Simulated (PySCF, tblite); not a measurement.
# C4H8OPSi radical: geometry, infrared bands and EPR parameters

Aim: predict the infrared bands and EPR parameters of C4H8OPSi radical (`P[Si@@H]1[CH]CC=CO1`).

The runs use tblite 0.8.0 and PySCF 2.14.0, with density-fitted response routines of our own; the level of theory stands in each step. All values are computed, except where a source is named. Atoms are numbered from 0 throughout.

### 1 The starting structure

15 atoms, charge 0, multiplicity 2; geometry from: force field or distance geometry start.

Bonds of the start (Å): P0–Si1 2.23, Si1–C2 1.88, C2–C3 1.54, C3–C4 1.46, C4–C5 1.31, C5–O6 1.37, O6–Si1 1.74, P0–H7 1.48, P0–H8 1.44, Si1–H9 1.46, C2–H10 1.08, C3–H11 1.12, C3–H12 1.10, C4–H13 1.09, C5–H14 1.08.

### 2 Relaxing the molecule with GFN2-xTB

The job: settings as JSON, then the geometry in Å.

```
{"job": {"kind": "relax", "xc": "GFN2-xTB", "basis": "xTB"}, "charge": 0, "multiplicity": 2}
P      2.475700    -0.292600    -0.415500
Si     0.790000    -0.383300     1.041000
C     -0.605000    -1.430000     0.339700
C     -1.047000    -0.563900    -0.849900
C     -1.647800     0.678100    -0.368400
C     -1.115100     1.511100     0.492900
O      0.114000     1.221100     1.032300
H      2.483500     1.038400    -1.051600
H      3.764300    -0.430100     0.217500
H      1.218800    -0.839500     2.362000
H     -0.252500    -2.416200     0.063800
H     -0.148500    -0.302700    -1.458600
H     -1.777800    -1.151800    -1.417500
H     -2.613200     0.956900    -0.777800
H     -1.643500     2.412400     0.768200
```

Launch:

```bash
$ OMP_NUM_THREADS=1 python probes_run.py task.json out
```

This one command runs all jobs of the session in turn.

Standard output:

```text
step      E/eV     max force
  0    -567.42968    2.501
  1    -567.74719    1.790
  2    -568.06043    1.237
  3    -568.19087    1.276
  4    -568.32986    1.044
  5    -568.37544    0.690
  6    -568.42062    0.525
  7    -568.44366    0.460
  8    -568.47349    0.565
  9    -568.49743    0.467
 10    -568.51945    0.391
 11    -568.53735    0.301
 12    -568.55178    0.294
 13    -568.56298    0.308
 14    -568.57241    0.269
 15    -568.58104    0.228
 16    -568.58706    0.186
 17    -568.59091    0.167
 18    -568.59453    0.170
 19    -568.59884    0.194
 20    -568.60457    0.243
 21    -568.61142    0.235
 22    -568.61809    0.207
 23    -568.62422    0.181
 24    -568.63051    0.232
 25    -568.63665    0.234
 26    -568.64202    0.179
 27    -568.64667    0.174
 28    -568.65109    0.216
 29    -568.65649    0.272
 30    -568.66317    0.265
 31    -568.66990    0.184
 32    -568.67587    0.158
 33    -568.68064    0.172
 34    -568.68394    0.175
 35    -568.68701    0.190
 36    -568.68974    0.128
 37    -568.69293    0.125
 38    -568.69445    0.110
 39    -568.69727    0.118
 40    -568.69928    0.127
 41    -568.70179    0.133
 42    -568.70436    0.132
 43    -568.70765    0.130
 44    -568.71179    0.162
 45    -568.71712    0.198
 46    -568.72278    0.267
 47    -568.72757    0.306
 48    -568.73466    0.209
 49    -568.74296    0.210
 50    -568.75272    0.235
 51    -568.76076    0.217
 52    -568.76781    0.192
 53    -568.77378    0.258
 54    -568.75858    0.836
 55    -568.78120    0.182
 56    -568.78409    0.126
 57    -568.79166    0.253
 58    -568.79449    0.177
 59    -568.79923    0.152
 60    -568.81308    0.148
 61    -568.81603    0.132
 62    -568.81885    0.119
 63    -568.82315    0.137
 64    -568.82501    0.185
 65    -568.82780    0.159
 66    -568.82957    0.129
 67    -568.83197    0.116
 68    -568.83416    0.154
 69    -568.83655    0.105
 70    -568.83811    0.092
 71    -568.83911    0.093
 72    -568.84020    0.082
 73    -568.84111    0.110
 74    -568.84186    0.081
 75    -568.84275    0.092
 76    -568.84398    0.094
 77    -568.84475    0.085
 78    -568.84534    0.050
 79    -568.84571    0.047
 80    -568.84607    0.046
 81    -568.84644    0.050
 82    -568.84690    0.054
 83    -568.84746    0.069
 84    -568.84818    0.068
 85    -568.84910    0.093
 86    -568.85020    0.104
 87    -568.85134    0.085
 88    -568.85241    0.071
 89    -568.85341    0.088
 90    -568.85469    0.121
 91    -568.85648    0.161
 92    -568.85909    0.145
 93    -568.86136    0.112
 94    -568.86334    0.119
 95    -568.86497    0.128
 96    -568.86614    0.149
 97    -568.86822    0.108
 98    -568.86953    0.095
 99    -568.87076    0.079
100    -568.87169    0.087
101    -568.87323    0.069
102    -568.87448    0.100
103    -568.87525    0.098
104    -568.87609    0.077
105    -568.87680    0.057
106    -568.87769    0.045
107    -568.87824    0.058
108    -568.87870    0.040
109    -568.87894    0.037
110    -568.87914    0.030
111    -568.87936    0.033
112    -568.87969    0.034
113    -568.87995    0.031
114    -568.88014    0.040
115    -568.88043    0.041
116    -568.88092    0.042
117    -568.88159    0.049
118    -568.88241    0.053
119    -568.88324    0.047
120    -568.88381    0.053
121    -568.88363    0.104
122    -568.88418    0.035
123    -568.88425    0.023
124    -568.88433    0.016
125    -568.88442    0.020
126    -568.88460    0.023
127    -568.88487    0.036
128    -568.88513    0.036
129    -568.88529    0.027
130    -568.88539    0.025
131    -568.88547    0.023
132    -568.88558    0.025
133    -568.88572    0.033
134    -568.88587    0.031
135    -568.88601    0.025
136    -568.88611    0.022
137    -568.88616    0.020
138    -568.88621    0.018
139    -568.88628    0.015
140    -568.88636    0.016
141    -568.88644    0.014
142    -568.88649    0.014
143    -568.88651    0.013
144    -568.88652    0.011
145    -568.88654    0.009
```

Wall time 1.1 s (1 thread of Arm Neoverse V1, shared host).

The steps of the relaxation: (not every step is listed)

| step | energy from step 0 (eV) | largest force (eV/Å) |
| --- | --- | --- |
| 0 | 0.0000 | 2.5008 |
| 1 | -0.3175 | 1.7900 |
| 2 | -0.6308 | 1.2370 |
| 3 | -0.7612 | 1.2761 |
| 4 | -0.9002 | 1.0442 |
| 5 | -0.9458 | 0.6896 |
| 6 | -0.9909 | 0.5253 |
| 7 | -1.0140 | 0.4595 |
| 8 | -1.0438 | 0.5654 |
| 21 | -1.1817 | 0.2349 |
| 34 | -1.2543 | 0.1753 |
| 47 | -1.2979 | 0.3055 |
| 60 | -1.3834 | 0.1481 |
| 73 | -1.4114 | 0.1104 |
| 86 | -1.4205 | 0.1042 |
| 99 | -1.4411 | 0.0794 |
| 112 | -1.4500 | 0.0345 |
| 125 | -1.4547 | 0.0205 |
| 138 | -1.4565 | 0.0184 |
| 140 | -1.4567 | 0.0156 |
| 141 | -1.4568 | 0.0140 |
| 142 | -1.4568 | 0.0140 |
| 143 | -1.4568 | 0.0133 |
| 144 | -1.4568 | 0.0109 |
| 145 | -1.4569 | 0.0088 |

Distances of close pairs at the start and the end, largest changes first:

| bond | before (Å) | after (Å) | change (Å) |
| --- | --- | --- | --- |
| Si1–O6 | 1.741 | 1.642 | -0.099 |
| P0–H7 | 1.475 | 1.384 | -0.092 |
| P0–H8 | 1.442 | 1.383 | -0.060 |
| C2–C3 | 1.536 | 1.479 | -0.058 |
| Si1–C2 | 1.880 | 1.837 | -0.043 |
| C3–C4 | 1.461 | 1.497 | +0.036 |
| C5–O6 | 1.373 | 1.346 | -0.028 |
| P0–Si1 | 2.230 | 2.249 | +0.019 |

The final coordinates are the input of the step that follows.

### 3 Vibrational analysis with GFN2-xTB

The job: settings as JSON, then the geometry in Å.

```
{"job": {"kind": "ir", "xc": "GFN2-xTB", "basis": "xTB"}, "charge": 0, "multiplicity": 2}
P      3.004321     0.278398    -0.251634
Si     0.972616    -0.046397     0.656779
C     -0.086695    -1.225304    -0.271116
C     -1.431279    -0.797690    -0.714214
C     -1.835232     0.600967    -0.364778
C     -1.072858     1.535237     0.183929
O      0.215177     1.406272     0.551709
H      3.543014     0.838263     0.893331
H      3.438956    -0.988094     0.092994
H      1.046891    -0.350741     2.097469
H      0.201304    -2.227891    -0.544751
H     -1.514393    -0.918525    -1.806354
H     -2.183406    -1.490945    -0.304719
H     -2.851258     0.862919    -0.618460
H     -1.451571     2.531523     0.377900
```

Standard output:

```text
mode    cm-1     km/mol
  1      61.3      3.62
  2      89.0      5.94
  3      98.1      4.63
  4     117.5      2.46
  5     190.2     11.61
  6     320.4     14.87
  7     397.3     24.33
  8     447.8      5.26
  9     479.0      6.26
 10     499.6     44.05
 11     600.9     92.97
 12     662.0    152.05
 13     682.7     11.66
 14     703.0      5.65
 15     738.6     25.48
 16     749.8     39.48
 17     793.9     79.01
 18     827.8     40.79
 19     856.5      4.80
 20     883.6      0.41
 21     926.4      6.16
 22    1084.1    115.24
 23    1117.0      6.23
 24    1123.7     37.54
 25    1148.7     15.02
 26    1235.0     17.09
 27    1287.3     36.35
 28    1316.6     10.40
 29    1347.2     39.07
 30    1415.7     20.10
 31    1710.4     31.95
 32    2131.1    257.90
 33    2305.0    100.65
 34    2388.8    156.15
 35    2811.3     16.82
 36    2862.6     44.57
 37    3035.6     34.51
 38    3080.4     27.20
 39    3088.3     41.38
```

Run time: 0.55 s. Hardware: 1 thread of Arm Neoverse V1, shared host.

The strongest bands and the atoms that carry them (share of the mass-weighted mode):

| cm⁻¹ | km/mol | atoms |
| --- | --- | --- |
| 601 | 93.0 | H9 85 % |
| 662 | 152.1 | H9 68 %, H8 14 % |
| 794 | 79.0 | O6 21 %, Si1 21 %, C4 16 %, C3 15 % |
| 1084 | 115.2 | O6 24 %, H10 20 %, H13 15 %, C5 14 % |
| 2131 | 257.9 | H9 97 % |
| 2305 | 100.7 | H7 54 %, H8 43 % |
| 2389 | 156.2 | H8 54 %, H7 42 % |
| 2863 | 44.6 | H12 49 %, H11 47 % |

### 4 EPR parameters: B3LYP/pcH-1

The job, as its differences from that of step 3:

```diff
@@ -1,2 +1,2 @@
-{"job": {"kind": "ir", "xc": "GFN2-xTB", "basis": "xTB"}, "charge": 0, "multiplicity": 2}
+{"job": {"kind": "epr", "basis": "pcH-1"}, "charge": 0, "multiplicity": 2}
 P      3.004321     0.278398    -0.251634
```

With the program's defaults for keys left out, this is: UKS B3LYP, pcH-1 on C H O P Si, non-relativistic, mean-field spin-orbit, GIAO.

Standard output:

```text
UKS, coarse grid
  cycle   1  E = -863.20850800  |g| = 5.27e-01
  cycle   2  E = -863.07173041  |g| = 8.06e-01
  cycle   3  E = -863.30351618  |g| = 1.22e-01
  cycle   4  E = -863.30804238  |g| = 6.21e-02
  cycle   5  E = -863.30989653  |g| = 1.61e-02
  cycle   6  E = -863.31001934  |g| = 5.70e-03
  cycle   7  E = -863.31003570  |g| = 1.21e-03
  cycle   8  E = -863.31003633  |g| = 6.78e-04
UKS, final grid
  cycle   1  E = -863.31005148  |g| = 7.94e-04
  cycle   2  E = -863.31005125  |g| = 1.04e-03
  cycle   3  E = -863.31005182  |g| = 7.06e-05
  cycle   4  E = -863.31005182  |g| = 4.52e-05
  cycle   5  E = -863.31005182  |g| = 3.08e-05
  cycle   6  E = -863.31005183  |g| = 9.23e-06
E = -863.31005183 Eh   <S^2> = 0.7536 (exact 0.7500)
g shifts (ppm)      1          2          3
  rmc          -129       -129       -129
  gc             -1         14         24
  oz_so           6        256        778
  total        -123        141        673
hyperfine (MHz)  atom isotope    a_iso     a_fc   dipolar eigenvalues
    0   31P      44.25      44.36    -10.91    -10.35     21.27
    1  29Si      47.72      47.80     -2.11     -0.20      2.31
    2   13C      77.51      77.62    -74.28    -73.44    147.72
    3   13C     -30.52     -30.53     -3.16      1.13      2.03
    4   13C       0.56       0.56     -0.85     -0.68      1.53
    5   13C      -1.21      -1.21     -0.64     -0.46      1.10
    6   17O      -0.40      -0.40     -1.85      0.80      1.05
    7    1H       5.43       5.42     -1.51     -0.56      2.07
    8    1H      -1.90      -1.90     -1.84     -1.26      3.10
    9    1H      56.31      56.31     -3.60     -1.47      5.06
   10    1H     -56.03     -56.04    -35.32     -0.72     36.04
   11    1H     119.02     119.02     -5.53     -3.28      8.81
   12    1H     123.73     123.73     -5.61     -3.27      8.87
   13    1H      -1.87      -1.87     -1.61     -1.53      3.15
   14    1H       0.18       0.18     -1.01     -0.99      2.00
```

Run time: 91 s. Hardware: 1 thread of Arm Neoverse V1, shared host; peak memory 1 GiB.

Principal g values 2.00220, 2.00246, 2.00299; g(iso) = 2.00255, against 2.00232 for a free electron.

Mean a(iso) over the nuclei that a row names, and the largest dipolar term of the row (other rows stand at the frozen geometry):

| nuclei | isotope | a(iso) (MHz) | a(iso) (G, at g = 2.0023) | largest dipolar term (MHz) |
| --- | --- | --- | --- | --- |
| H12 | 1H | 123.7 | 44.1 | 8.9 |
| H11 | 1H | 119.0 | 42.5 | 8.8 |
| C2 | 13C | 77.5 | 27.7 | 147.7 |
| H9 | 1H | 56.3 | 20.1 | 5.1 |
| H10 | 1H | -56.0 | -20.0 | 36.0 |
| Si1 | 29Si | 47.7 | 17.0 | 2.3 |
| P0 | 31P | 44.3 | 15.8 | 21.3 |
| C3 | 13C | -30.5 | -10.9 | -3.2 |
| H13 | 1H | -1.9 | -0.7 | 3.1 |
| H7, H8 | 1H | 1.8 | 0.6 | 3.1 |
| C5 | 13C | -1.2 | -0.4 | 1.1 |
| C4 | 13C | 0.6 | 0.2 | 1.5 |
| O6 | 17O | -0.4 | -0.1 | -1.8 |
| H14 | 1H | 0.2 | 0.1 | 2.0 |

Mulliken spin populations:

P0 0.02; Si1 -0.02; C2 0.99; C3 -0.09; C4 0.00; C5 0.00; O6 0.00; H7 0.01; H8 0.00; H9 0.03; H10 -0.04; H11 0.05; H12 0.05; H13 0.00; H14 0.00

In first order the couplings over 0.8 MHz of 1H, 31P give 192 distinct lines over 144.4 G, if the averaged nuclei exchange fast; the same motion can average rows kept apart here too.

The fields below are evaluated on a grid from the run's orbitals.

ELF in a plane through or near 10 of the atoms.

Values, 10 rows by 14 columns:
```
0.00 0.00 0.00 0.00 0.00 0.00 0.00 0.00 0.00 0.00 0.00 0.00 0.00 0.00
0.00 0.00 0.00 0.00 0.00 0.00 0.00 0.00 0.06 0.02 0.00 0.00 0.00 0.00
0.00 0.00 0.00 0.01 0.00 0.00 0.31 0.02 0.99 0.98 0.02 0.00 0.00 0.00
0.00 0.01 0.88 0.94 0.07 0.06 0.89 0.68 0.57 0.33 0.04 0.06 0.00 0.00
0.00 0.05 0.98 1.00 0.55 0.48 0.74 0.47 0.77 0.24 1.00 0.97 0.00 0.00
0.00 0.01 0.15 0.65 0.64 0.57 0.24 0.37 0.63 0.79 0.38 0.22 0.00 0.00
0.00 0.01 0.96 1.00 0.48 0.07 0.67 0.22 0.69 0.72 0.19 0.00 0.00 0.00
0.00 0.00 0.14 0.51 0.02 0.02 0.98 0.97 0.05 0.16 0.06 0.00 0.00 0.00
0.00 0.00 0.00 0.00 0.00 0.00 0.39 0.36 0.00 0.00 0.00 0.00 0.00 0.00
0.00 0.00 0.00 0.00 0.00 0.00 0.00 0.00 0.00 0.00 0.00 0.00 0.00 0.00
```
The map spans 12.4 Å across and 10.3 Å up, centred on the molecule. Atoms in the plane (x, y in Å): C2 (0.1, -1.2), C3 (1.5, -1.0), C4 (1.9, 0.5), C5 (1.1, 1.5), O6 (-0.3, 1.5), H7 (-3.6, 1.0), H8 (-3.4, -1.0), H10 (-0.2, -2.3), H13 (3.0, 0.7), H14 (1.5, 2.6).

On the surface of density 0.002 e/bohr³ the electrostatic potential runs, from the 1st to the 99th percentile, from -1.03 V near O6 to 1.05 V near H8.

The spin density lies nearest to C2 67 %; H10 9 %.

### 5 Outcome

| quantity | value |
| --- | --- |
| strongest single infrared mode (GFN2-xTB) | 2131 cm⁻¹, 258 km/mol |
| zero-point energy (GFN2-xTB) | 65.2 kcal/mol |
| g(iso) (B3LYP) | 2.00255 |
| ⟨S²⟩ | 0.754 (exact 0.75) |
| largest a(iso) (averaged by class) | 1H on H12, 123.7 MHz |
| potential on the surface of density 0.002 e/bohr³, 1st and 99th percentile | -1.03 V and 1.05 V |

The optimisation took 145 steps and gained 1.457 eV; among the close pairs (by a distance rule), Si1–O6 changed most, from 1.741 to 1.642 Å. All 39 modes are real, so the xTB geometry is a minimum. The strongest single mode, at 2131 cm⁻¹, moves mainly H9. GFN2-xTB is a fitted tight-binding method: band positions and strengths are rough. Its intensities can rank the bands wrongly. C2 carries the largest spin population, 0.99 e. The isotropic g lies 0.2 ppt above the free-electron value. These values are for one conformer; the search (at its own cheap level) found 2 more, at 0.01, 1.89 kcal/mol (those within 0.05 may be mirror or relabelled copies), and measured spectra average over such forms.
